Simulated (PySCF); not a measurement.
# S²⁺: excitation energies in aug-cc-pwCVDZ, part 3 of 3

Aim: the excitation energy of sulfur from differences of total energies, at each level of theory, and how far each lands from the tabulated value where there is one.

PySCF 2.14.0; aug-cc-pwCVDZ, the non-relativistic Hamiltonian (point nucleus). The scripts are equivalent inputs of a driver's runs. The steps go on from the part before.

**6. S²⁺ [Ne] 3s1 3p3, s spin flipped**

UHF:

input.py

```python
from pyscf import gto, scf, dft, mp, cc
import basis_set_exchange as bse
mol = gto.M(atom="S 0 0 0", charge=2, spin=2, symmetry="D2h",
            basis=gto.basis.parse(bse.get_basis("aug-cc-pwCVDZ", elements=["S"], fmt="nwchem")))
mf = scf.UHF(mol)
mf.irrep_nelec = {'Ag': (2, 3), 'B1u': (2, 1), 'B2u': (2, 1), 'B3u': (2, 1)}
mf.kernel()
```

What it wrote:

```text
damping factor = 0
level_shift factor = 0
DIIS = <class 'pyscf.scf.diis.CDIIS'>
diis_start_cycle = 1
diis_space = 10
diis_damp = 0
SCF conv_tol = 1e-09
SCF conv_tol_grad = None
number electrons alpha = 8  beta = 6
cycle= 1 E= -395.768794574702  delta_E= -3.46e-11  |g|= 2.96e-06  |ddm|= 2.32e-05
converged SCF energy = -395.768794574702  <S^2> = 3.0000471  2S+1 = 3.6055774
```

It used 0.52 s of CPU time after the integrals (shared host).

The occupied shells:

```csv
shell,electrons,mean orbital energy (eV),spread (eV),rms radius (bohr)
1s α,1,-2532.0,0,0.113
1s β,1,-2531.7,0,0.113
2s β,1,-272.37,0,0.518
2s α,1,-272.12,0,0.518
2p α,3,-210.06,0,0.491
2p β,3,-208.75,0,0.491
3s β,1,-42.836,0,1.71
3p α,3,-33.462,0,1.93
```

⟨S²⟩ = 3.000, ⟨L²⟩ = 0.00.

Spin-orbit constants on these orbitals (cm⁻¹; bare nucleus, screened nucleus, mean field): 3p 593.7, 519.5, 479.5.

With the s spin flipped the determinant is a mixture of two multiplicities, not a spectroscopic state.

LDA:

input.py, as changed from the run before:

```diff
@@ -4,3 +4,3 @@
             basis=gto.basis.parse(bse.get_basis("aug-cc-pwCVDZ", elements=["S"], fmt="nwchem")))
-mf = scf.UHF(mol)
+mf = dft.UKS(mol, xc="LDA,VWN")
 mf.irrep_nelec = {'Ag': (2, 3), 'B1u': (2, 1), 'B2u': (2, 1), 'B3u': (2, 1)}
```

What it wrote:

```text
damping factor = 0
level_shift factor = 0
DIIS = <class 'pyscf.scf.diis.CDIIS'>
diis_start_cycle = 1
diis_space = 10
diis_damp = 0
SCF conv_tol = 1e-09
SCF conv_tol_grad = None
number electrons alpha = 8  beta = 6
XC functionals = LDA,VWN
    P. A. M. Dirac.,  Math. Proc. Cambridge Philos. Soc. 26, 376 (1930)
    F. Bloch.,  Z. Phys. 57, 545 (1929)
    S. H. Vosko, L. Wilk, and M. Nusair.,  Can. J. Phys. 58, 1200 (1980)
cycle= 1 E= -395.063325868937  delta_E= -0.011  |g|= 0.0275  |ddm|= 0.398
cycle= 2 E= -395.063448289414  delta_E= -0.000122  |g|= 0.00458  |ddm|= 0.106
cycle= 3 E= -395.063453325412  delta_E= -5.04e-06  |g|= 0.000217  |ddm|= 0.0176
cycle= 4 E= -395.063453337394  delta_E= -1.2e-08  |g|= 8.57e-05  |ddm|= 0.00103
cycle= 5 E= -395.063453338346  delta_E= -9.52e-10  |g|= 8.25e-07  |ddm|= 0.000169
converged SCF energy = -395.063453338346  <S^2> = 3.0000029  2S+1 = 3.6055529
```

CPU time 0.45 s on a shared host, the integrals not counted.

PBE:

input.py, as changed from the run before:

```diff
@@ -4,3 +4,3 @@
             basis=gto.basis.parse(bse.get_basis("aug-cc-pwCVDZ", elements=["S"], fmt="nwchem")))
-mf = dft.UKS(mol, xc="LDA,VWN")
+mf = dft.UKS(mol, xc="PBE")
 mf.irrep_nelec = {'Ag': (2, 3), 'B1u': (2, 1), 'B2u': (2, 1), 'B3u': (2, 1)}
```

What it wrote:

```text
damping factor = 0
level_shift factor = 0
DIIS = <class 'pyscf.scf.diis.CDIIS'>
diis_start_cycle = 1
diis_space = 10
diis_damp = 0
SCF conv_tol = 1e-09
SCF conv_tol_grad = None
number electrons alpha = 8  beta = 6
XC functionals = PBE
    J. P. Perdew, K. Burke, and M. Ernzerhof.,  Phys. Rev. Lett. 77, 3865 (1996)
    J. P. Perdew, K. Burke, and M. Ernzerhof.,  Phys. Rev. Lett. 78, 1396 (1997)
    J. P. Perdew, K. Burke, and M. Ernzerhof.,  Phys. Rev. Lett. 77, 3865 (1996)
    J. P. Perdew, K. Burke, and M. Ernzerhof.,  Phys. Rev. Lett. 78, 1396 (1997)
cycle= 1 E= -396.275353468489  delta_E= -0.00579  |g|= 0.0145  |ddm|= 0.402
cycle= 2 E= -396.275456528292  delta_E= -0.000103  |g|= 0.00686  |ddm|= 0.109
cycle= 3 E= -396.275466751456  delta_E= -1.02e-05  |g|= 0.000816  |ddm|= 0.0199
cycle= 4 E= -396.275466824088  delta_E= -7.26e-08  |g|= 6.84e-06  |ddm|= 0.00164
cycle= 5 E= -396.2754668241  delta_E= -1.21e-11  |g|= 3.51e-07  |ddm|= 3.64e-05
converged SCF energy = -396.2754668241  <S^2> = 3.0000037  2S+1 = 3.6055533
```

It used 0.87 s of CPU time after the integrals (shared host).

PBE0:

input.py, as changed from the run before:

```diff
@@ -4,3 +4,3 @@
             basis=gto.basis.parse(bse.get_basis("aug-cc-pwCVDZ", elements=["S"], fmt="nwchem")))
-mf = dft.UKS(mol, xc="PBE")
+mf = dft.UKS(mol, xc="PBE0")
 mf.irrep_nelec = {'Ag': (2, 3), 'B1u': (2, 1), 'B2u': (2, 1), 'B3u': (2, 1)}
```

What it wrote:

```text
damping factor = 0
level_shift factor = 0
DIIS = <class 'pyscf.scf.diis.CDIIS'>
diis_start_cycle = 1
diis_space = 10
diis_damp = 0
SCF conv_tol = 1e-09
SCF conv_tol_grad = None
number electrons alpha = 8  beta = 6
XC functionals = PBE0
    C. Adamo and V. Barone.,  J. Chem. Phys. 110, 6158 (1999)
    M. Ernzerhof and G. E. Scuseria.,  J. Chem. Phys. 110, 5029 (1999)
cycle= 1 E= -396.275690072025  delta_E= -0.00343  |g|= 0.00908  |ddm|= 0.306
cycle= 2 E= -396.275716157353  delta_E= -2.61e-05  |g|= 0.00342  |ddm|= 0.0516
cycle= 3 E= -396.275717528872  delta_E= -1.37e-06  |g|= 0.0003  |ddm|= 0.00527
cycle= 4 E= -396.275717539339  delta_E= -1.05e-08  |g|= 2.21e-05  |ddm|= 0.000577
cycle= 5 E= -396.275717539563  delta_E= -2.24e-10  |g|= 9.25e-07  |ddm|= 0.000165
converged SCF energy = -396.275717539563  <S^2> = 3.000009  2S+1 = 3.6055563
```

It used 0.85 s of CPU time after the integrals (shared host).

r2SCAN:

input.py, as changed from the run before:

```diff
@@ -4,3 +4,3 @@
             basis=gto.basis.parse(bse.get_basis("aug-cc-pwCVDZ", elements=["S"], fmt="nwchem")))
-mf = dft.UKS(mol, xc="PBE0")
+mf = dft.UKS(mol, xc="R2SCAN")
 mf.irrep_nelec = {'Ag': (2, 3), 'B1u': (2, 1), 'B2u': (2, 1), 'B3u': (2, 1)}
```

What it wrote:

```text
damping factor = 0
level_shift factor = 0
DIIS = <class 'pyscf.scf.diis.CDIIS'>
diis_start_cycle = 1
diis_space = 10
diis_damp = 0
SCF conv_tol = 1e-09
SCF conv_tol_grad = None
number electrons alpha = 8  beta = 6
XC functionals = R2SCAN
    J. W. Furness, A. D. Kaplan, J. Ning, J. P. Perdew, and J. Sun.,  J. Phys. Chem. Lett. 11, 8208-8215 (2020)
    J. W. Furness, A. D. Kaplan, J. Ning, J. P. Perdew, and J. Sun.,  J. Phys. Chem. Lett. 11, 9248-9248 (2020)
    J. W. Furness, A. D. Kaplan, J. Ning, J. P. Perdew, and J. Sun.,  J. Phys. Chem. Lett. 11, 8208-8215 (2020)
    J. W. Furness, A. D. Kaplan, J. Ning, J. P. Perdew, and J. Sun.,  J. Phys. Chem. Lett. 11, 9248-9248 (2020)
cycle= 1 E= -396.383256116758  delta_E= -0.00332  |g|= 0.0113  |ddm|= 0.279
cycle= 2 E= -396.383283199643  delta_E= -2.71e-05  |g|= 0.00479  |ddm|= 0.055
cycle= 3 E= -396.383285422195  delta_E= -2.22e-06  |g|= 0.000245  |ddm|= 0.00499
cycle= 4 E= -396.383285460098  delta_E= -3.79e-08  |g|= 4.89e-05  |ddm|= 0.00169
cycle= 5 E= -396.383285461473  delta_E= -1.38e-09  |g|= 1.18e-06  |ddm|= 0.000441
cycle= 6 E= -396.383285461475  delta_E= -1.08e-12  |g|= 8.1e-08  |ddm|= 3.59e-06
converged SCF energy = -396.383285461475  <S^2> = 3.0000095  2S+1 = 3.6055566
```

CPU time 1.8 s on a shared host, the integrals not counted.

B97-3:

input.py, as changed from the run before:

```diff
@@ -4,3 +4,3 @@
             basis=gto.basis.parse(bse.get_basis("aug-cc-pwCVDZ", elements=["S"], fmt="nwchem")))
-mf = dft.UKS(mol, xc="R2SCAN")
+mf = dft.UKS(mol, xc="HYB_GGA_XC_B97_3")
 mf.irrep_nelec = {'Ag': (2, 3), 'B1u': (2, 1), 'B2u': (2, 1), 'B3u': (2, 1)}
```

What it wrote:

```text
damping factor = 0
level_shift factor = 0
DIIS = <class 'pyscf.scf.diis.CDIIS'>
diis_start_cycle = 1
diis_space = 10
diis_damp = 0
SCF conv_tol = 1e-09
SCF conv_tol_grad = None
number electrons alpha = 8  beta = 6
XC functionals = HYB_GGA_XC_B97_3
    T. W. Keal and D. J. Tozer.,  J. Chem. Phys. 123, 121103 (2005)
cycle= 1 E= -396.366673170908  delta_E= -0.00388  |g|= 0.00985  |ddm|= 0.304
cycle= 2 E= -396.36670367811  delta_E= -3.05e-05  |g|= 0.00278  |ddm|= 0.059
cycle= 3 E= -396.366704690133  delta_E= -1.01e-06  |g|= 0.000491  |ddm|= 0.00475
cycle= 4 E= -396.366704720259  delta_E= -3.01e-08  |g|= 4.37e-05  |ddm|= 0.0009
cycle= 5 E= -396.366704720878  delta_E= -6.18e-10  |g|= 1.21e-06  |ddm|= 0.000192
converged SCF energy = -396.366704720878  <S^2> = 3.0000113  2S+1 = 3.6055575
```

It used 0.86 s of CPU time after the integrals (shared host).

CAM-B3LYP:

input.py, as changed from the run before:

```diff
@@ -4,3 +4,3 @@
             basis=gto.basis.parse(bse.get_basis("aug-cc-pwCVDZ", elements=["S"], fmt="nwchem")))
-mf = dft.UKS(mol, xc="HYB_GGA_XC_B97_3")
+mf = dft.UKS(mol, xc="CAMB3LYP")
 mf.irrep_nelec = {'Ag': (2, 3), 'B1u': (2, 1), 'B2u': (2, 1), 'B3u': (2, 1)}
```

What it wrote:

```text
damping factor = 0
level_shift factor = 0
DIIS = <class 'pyscf.scf.diis.CDIIS'>
diis_start_cycle = 1
diis_space = 10
diis_damp = 0
SCF conv_tol = 1e-09
SCF conv_tol_grad = None
number electrons alpha = 8  beta = 6
XC functionals = CAMB3LYP
    T. Yanai, D. P. Tew, and N. C. Handy.,  Chem. Phys. Lett. 393, 51 (2004)
cycle= 1 E= -396.424075383267  delta_E= -0.0052  |g|= 0.0117  |ddm|= 0.296
cycle= 2 E= -396.424103238028  delta_E= -2.79e-05  |g|= 0.00393  |ddm|= 0.0464
cycle= 3 E= -396.424104677792  delta_E= -1.44e-06  |g|= 0.000405  |ddm|= 0.00416
cycle= 4 E= -396.424104728666  delta_E= -5.09e-08  |g|= 4.64e-05  |ddm|= 0.00189
cycle= 5 E= -396.424104729857  delta_E= -1.19e-09  |g|= 2.02e-06  |ddm|= 0.000355
cycle= 6 E= -396.424104729859  delta_E= -2.27e-12  |g|= 3.09e-08  |ddm|= 1.33e-05
converged SCF energy = -396.424104729859  <S^2> = 3.0000071  2S+1 = 3.6055552
```

CPU time 1.2 s on a shared host, the integrals not counted.

revPBE:

input.py, as changed from the run before:

```diff
@@ -4,3 +4,3 @@
             basis=gto.basis.parse(bse.get_basis("aug-cc-pwCVDZ", elements=["S"], fmt="nwchem")))
-mf = dft.UKS(mol, xc="CAMB3LYP")
+mf = dft.UKS(mol, xc="PBE_R,PBE")
 mf.irrep_nelec = {'Ag': (2, 3), 'B1u': (2, 1), 'B2u': (2, 1), 'B3u': (2, 1)}
```

What it wrote:

```text
damping factor = 0
level_shift factor = 0
DIIS = <class 'pyscf.scf.diis.CDIIS'>
diis_start_cycle = 1
diis_space = 10
diis_damp = 0
SCF conv_tol = 1e-09
SCF conv_tol_grad = None
number electrons alpha = 8  beta = 6
XC functionals = PBE_R,PBE
    Y. Zhang and W. Yang.,  Phys. Rev. Lett. 80, 890 (1998)
    J. P. Perdew, K. Burke, and M. Ernzerhof.,  Phys. Rev. Lett. 77, 3865 (1996)
    J. P. Perdew, K. Burke, and M. Ernzerhof.,  Phys. Rev. Lett. 78, 1396 (1997)
cycle= 1 E= -396.379849667679  delta_E= -0.00517  |g|= 0.0144  |ddm|= 0.403
cycle= 2 E= -396.379944403592  delta_E= -9.47e-05  |g|= 0.00714  |ddm|= 0.104
cycle= 3 E= -396.379954213311  delta_E= -9.81e-06  |g|= 0.000617  |ddm|= 0.0183
cycle= 4 E= -396.379954291561  delta_E= -7.83e-08  |g|= 6.66e-06  |ddm|= 0.002
cycle= 5 E= -396.37995429158  delta_E= -1.84e-11  |g|= 3.95e-07  |ddm|= 4.86e-05
converged SCF energy = -396.37995429158  <S^2> = 3.0000048  2S+1 = 3.605554
```

It used 0.78 s of CPU time after the integrals (shared host).

BLYP:

input.py, as changed from the run before:

```diff
@@ -4,3 +4,3 @@
             basis=gto.basis.parse(bse.get_basis("aug-cc-pwCVDZ", elements=["S"], fmt="nwchem")))
-mf = dft.UKS(mol, xc="PBE_R,PBE")
+mf = dft.UKS(mol, xc="BLYP")
 mf.irrep_nelec = {'Ag': (2, 3), 'B1u': (2, 1), 'B2u': (2, 1), 'B3u': (2, 1)}
```

What it wrote:

```text
damping factor = 0
level_shift factor = 0
DIIS = <class 'pyscf.scf.diis.CDIIS'>
diis_start_cycle = 1
diis_space = 10
diis_damp = 0
SCF conv_tol = 1e-09
SCF conv_tol_grad = None
number electrons alpha = 8  beta = 6
XC functionals = BLYP
    A. D. Becke.,  Phys. Rev. A 38, 3098 (1988)
    C. Lee, W. Yang, and R. G. Parr.,  Phys. Rev. B 37, 785 (1988)
    B. Miehlich, A. Savin, H. Stoll, and H. Preuss.,  Chem. Phys. Lett. 157, 200 (1989)
cycle= 1 E= -396.464011062028  delta_E= -0.00698  |g|= 0.019  |ddm|= 0.412
cycle= 2 E= -396.464152974525  delta_E= -0.000142  |g|= 0.0106  |ddm|= 0.13
cycle= 3 E= -396.464172458524  delta_E= -1.95e-05  |g|= 0.000646  |ddm|= 0.0248
cycle= 4 E= -396.464172662084  delta_E= -2.04e-07  |g|= 5.36e-06  |ddm|= 0.00355
cycle= 5 E= -396.464172662092  delta_E= -7.28e-12  |g|= 2.57e-07  |ddm|= 2.74e-05
converged SCF energy = -396.464172662092  <S^2> = 3.0000039  2S+1 = 3.6055535
```

It used 0.81 s of CPU time after the integrals (shared host).

**7. S²⁺ [Ne] 3s1 3p3, s spin flipped, continued**

MP2 (valence):

input.py: that of step 6 with these lines changed.

```diff
@@ -4,4 +4,5 @@
             basis=gto.basis.parse(bse.get_basis("aug-cc-pwCVDZ", elements=["S"], fmt="nwchem")))
-mf = dft.UKS(mol, xc="BLYP")
+mf = scf.UHF(mol)
 mf.irrep_nelec = {'Ag': (2, 3), 'B1u': (2, 1), 'B2u': (2, 1), 'B3u': (2, 1)}
 mf.kernel()
+mp.UMP2(mf, frozen=5).kernel()
```

No log was kept for this step.

CPU time 0.02 s on a shared host, the integrals not counted.

With 4 electrons correlated, the MP2 correlation energy is -0.12826 hartree (-0.01901 same spin, -0.10925 opposite spin); the SCS form gives -0.13743. Largest pairs of shells: 3s-3p -0.1092, 3p-3p -0.0190, 3s-3s 0.0000.

MP2 (valence and next inner shell):

input.py, as changed from the run before:

```diff
@@ -7,2 +7,2 @@
 mf.kernel()
-mp.UMP2(mf, frozen=5).kernel()
+mp.UMP2(mf, frozen=1).kernel()
```

No log was kept for this step.

CPU time 0.03 s on a shared host, the integrals not counted.

With 12 electrons correlated, the MP2 correlation energy is -0.28055 hartree (-0.06634 same spin, -0.21421 opposite spin); the SCS form gives -0.27917. Largest pairs of shells: 3s-3p -0.1092, 2p-2p -0.0876, 2s-2p -0.0250, 2p-3p -0.0208, 3p-3p -0.0190.

MP2 (all electrons):

input.py, as changed from the run before:

```diff
@@ -7,2 +7,2 @@
 mf.kernel()
-mp.UMP2(mf, frozen=1).kernel()
+mp.UMP2(mf, frozen=0).kernel()
```

This step left no log, only its results.

It used 0.03 s of CPU time after the integrals (shared host).

With 14 electrons correlated, the MP2 correlation energy is -0.28619 hartree (-0.06812 same spin, -0.21806 opposite spin); the SCS form gives -0.28438. Largest pairs of shells: 3s-3p -0.1092, 2p-2p -0.0876, 2s-2p -0.0250, 2p-3p -0.0208, 3p-3p -0.0190.

**8. How the shells move**

Highest occupied Hartree-Fock shell of each state: S²⁺ [Ne] 3s1 3p2 3d1 3d α at -18.662 eV; S²⁺ [Ne] 3s1 3p3 3p α at -36.369 eV; S²⁺ [Ne] 3s1 3p3, s spin flipped 3p α at -33.462 eV.

**9. Differences of total energies**

Excitation energy: S²⁺ [Ne] 3s2 3p2 (3P) → S²⁺ [Ne] 3s1 3p2 3d1 (high-spin determinant).

```csv
method,value (eV)
UHF,22.678
LDA,23.378
PBE,23.183
PBE0,23.346
r2SCAN,22.914
B97-3,23.809
CAM-B3LYP,24.043
revPBE,23.051
BLYP,23.703
MP2 (valence),23.755
SCS-MP2 (valence),24.137
MP2 (valence and next inner shell),23.953
SCS-MP2 (valence and next inner shell),24.288
MP2 (all electrons),23.950
SCS-MP2 (all electrons),24.286
```

A first-order spin-orbit estimate (lowest level to lowest level, LS coupling) adds 0.016 eV. The determinant of S2+ mixes LS terms, which raises its energy at the Hartree-Fock and MP2 levels.

Excitation energy: S²⁺ [Ne] 3s2 3p2 (3P) → S²⁺ [Ne] 3s1 3p3 (5S).

```csv
method,value (eV)
UHF,5.278
LDA,7.350
PBE,7.237
PBE0,6.990
r2SCAN,6.261
B97-3,7.508
CAM-B3LYP,7.628
revPBE,7.118
BLYP,7.805
MP2 (valence),6.260
SCS-MP2 (valence),6.705
MP2 (valence and next inner shell),6.469
SCS-MP2 (valence and next inner shell),6.863
MP2 (all electrons),6.467
SCS-MP2 (all electrons),6.861
```

A first-order spin-orbit estimate (lowest level to lowest level, LS coupling) adds 0.061 eV.

Excitation energy: S²⁺ [Ne] 3s2 3p2 (3P) → S²⁺ [Ne] 3s1 3p3, s spin flipped.

```csv
method,value (eV)
UHF,15.138
LDA,11.223
PBE,11.423
PBE0,12.347
r2SCAN,12.293
B97-3,12.439
CAM-B3LYP,12.446
revPBE,11.457
BLYP,11.419
MP2 (valence),13.166
SCS-MP2 (valence),13.004
MP2 (valence and next inner shell),13.015
SCS-MP2 (valence and next inner shell),12.885
MP2 (all electrons),13.011
SCS-MP2 (all electrons),12.882
```

The upper determinant mixes two multiplicities, so it lies between the two terms.

The differences also use runs on S²⁺ [Ne] 3s2 3p2 (3P), which are not shown here.

**10. Results**

What follows sums up all 3 parts.

| quantity | value |
| --- | --- |
| excitation energy, S²⁺ → [Ne] 3s1 3p2 3d1 | UHF 22.678, MP2 (all electrons) 23.950 eV |
| excitation energy, S²⁺ → [Ne] 3s1 3p3 | UHF 5.278, MP2 (all electrons) 6.467 eV |
| excitation energy, S²⁺ → [Ne] 3s1 3p3, s spin flipped | UHF 15.138, MP2 (all electrons) 13.011 eV |

For the first difference the methods span 1.611 eV, from UHF (22.678) to SCS-MP2 (valence and next inner shell) (24.288). No reference value is at hand in this session. The basis is finite, and no extrapolation was made.
